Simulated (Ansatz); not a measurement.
Task: a phonon calculation by finite displacements of LaBi₃, space group Pm-3m, with the Ansatz DFT code, driven from Python. Give the script and its output. Use: PBEsol, PAW, cutoff 510 eV, 6×6×6 k-points, Fermi-Dirac smearing of 0.1 eV.

The script reads `labi3.vasp`:
```text
LaBi3
1.0
   5.01175659    0.00000000    0.00000000
   0.00000000    5.01175659    0.00000000
   0.00000000    0.00000000    5.01175659
La Bi
1 3
Direct
   0.00000000    0.00000000    0.00000000
   0.50000000    0.00000000    0.50000000
   0.00000000    0.50000000    0.50000000
   0.50000000    0.50000000    0.00000000
```

The script, `run_phonons.py`:
```python
'''Lattice dynamics of LaBi3 in a supercell.'''

from pathlib import Path
import logging
import sys

import ansatz as az
from ase.io import read
import numpy as np

logging.basicConfig(stream=sys.stdout, format='%(name)s: %(message)s')
logger = logging.getLogger('ansatz_job')
logger.setLevel(logging.INFO)


def main() -> None:
    atoms = read('labi3.vasp', format='vasp')
    labi3 = az.Crystal.from_ase(atoms)

    # the cell itself: zone-centre modes alone
    calc = labi3.calculation()
    calc = calc.occupations('fermi_dirac', width=0.1)
    calc = calc.functional('PBEsol')
    calc = calc.basis(510)
    calc = calc.kpoints(6, 6, 6)
    calc = calc.phonons('fd', supercell=1)
    done = calc.run(threads=1, pin='off', runs_dir='runs')
    folder = Path(done.output_folder) / 'results'
    ph = done.phonons

    print('modes at Gamma (1/cm):', np.round(ph.gamma_omega_inv_cm, 1) + 0.0)
    logger.info(f'{ph.n_members} displaced supercells, sum-rule residual {ph.asr_residual_pre_ev_ang2:.1e} eV/A^2')
    optical = np.sort(ph.gamma_omega_inv_cm)
    print('imaginary modes at Gamma:', int((optical < -10).sum()), '- highest mode', round(float(optical[-1]), 1), '1/cm')


if __name__ == '__main__':
    main()
```

Running `python run_phonons.py` prints:
```text
modes at Gamma (1/cm): [ 0.   0.   0.  65.7 65.7 65.7 66.7 66.7 66.7 91.9 91.9 91.9]
ansatz_job: 2 displaced supercells, sum-rule residual 1.2e-04 eV/A^2
imaginary modes at Gamma: 0 - highest mode 91.9 1/cm
```

Notes:
- The cell isn't relaxed first, so the values belong to this volume.
- For a metal this k-point mesh is coarse: on a finer one energies can move by several to tens of meV an atom and pressures by half a GPa or more, differences at one mesh by less.
- Spin-orbit coupling, which matters for elements this heavy, is left out.
- This cell is a computed structure, which may not be the phase found in nature.
- The structure is taken as given and the supercell is small; imaginary modes can come from an unrelaxed or unstable start. Phonons of metals also depend on mesh and smearing.
- The whole script took 2 min on 1 thread of Arm Neoverse N1, with other jobs on the host, peak memory 0.73 GiB.
